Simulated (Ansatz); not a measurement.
**TaSi: a sweep of LAPW's basis error target**

An exercise on one series of results from a longer session: the logs are not shown, and one member is left open.

Computed with Ansatz 0.2.0 (DFT, PBE, all-electron LAPW, scalar-relativistic, unless a step's input says otherwise).

3 further runs of the same task are left out: 2 that didn't finish, 1 set aside as unsound or not needed.

## The system as given

The structure is cubic, space group F-43m (No. 216). The conventional cell has a = 5.770 Å, b = 5.770 Å, c = 5.770 Å, α = 90.00°, β = 90.00°, γ = 90.00°. Ta (site symmetry -43m) is surrounded by 4 Si at 2.50 Å. Around Si (site symmetry -43m) lie 4 Ta at 2.50 Å.

As a file:

```xyz
2
Lattice="0.0000 2.8852 2.8852 2.8852 0.0000 2.8852 2.8852 2.8852 0.0000" Properties=species:S:1:pos:R:3 pbc="T T T"
Ta    0.0000    0.0000    0.0000
Si    1.4426    1.4426    1.4426
```

The structure (zincblende type) was typed from a prototype and relaxed by PAW; whether it is the ground state wasn't tested.

Atoms are numbered in the order of the input: Ta1, Si2.

The first run:

File input.yaml:

```yaml
crystal:
  lattice:
    - [0.0, 2.8851912417, 2.8851912417]
    - [2.8851912417, 0.0, 2.8851912417]
    - [2.8851912417, 2.8851912417, 0.0]
  atoms:
    - { symbol: Ta, position: [0.0, 0.0, 0.0] }
    - { symbol: Si, position: [0.25, 0.25, 0.25] }
kpoints:
  mp_grid: { grid: [10, 10, 10] }
scf:
  occupations: { method: fermi_dirac, width: 0.08 }
hamiltonian:
  xc: pbe
  pseudopotentials: { kind: all_electron, lapw: { basis_error: 0.03 } }
output:
  forces: true
  stress: true
  eigenvalues: true
```

Run with:

```bash
> ansatz run input.yaml --threads 1 --pin off --max-ram 2048MiB --backend cpu --events-out ev --progress --plain --runs-dir out
```

Among the steps run: With basis error target 0.03 eV/atom; With basis error target 0.01 eV/atom; With basis error target 0.003 eV/atom; With basis error target 0.0001 eV/atom.

One table of the session follows, with a row left open; its other results are not shown here.

| basis error target (eV/atom) | pressure (GPa) |
| --- | --- |
| 0.03 | 0.10 |
| 0.01 | 0.00 |
| 0.003 | ? |
| 0.0001 | -0.05 |

Q: Estimate the row for basis error target (eV/atom) = 0.003 from the others.

Worked estimate for «pressure (GPa)». A straight line through the neighbours (0.01, 0.00) and (0.0001, -0.05) gives 0.00 + (-0.05 − 0.00) × (0.003 − 0.01) / (0.0001 − 0.01) = -0.04; a parabola fitted to 3 rows on both sides gives -0.04.

The run gave: pressure (GPa): -0.04. In «pressure (GPa)» the line misses by 0.00 and the parabola by 0.00.

Energies are those extrapolated to zero smearing.

To keep in mind: Spin-orbit coupling is left out, though the cell holds Ta; in elements this heavy it can shift bands and gaps by tenths of an eV.
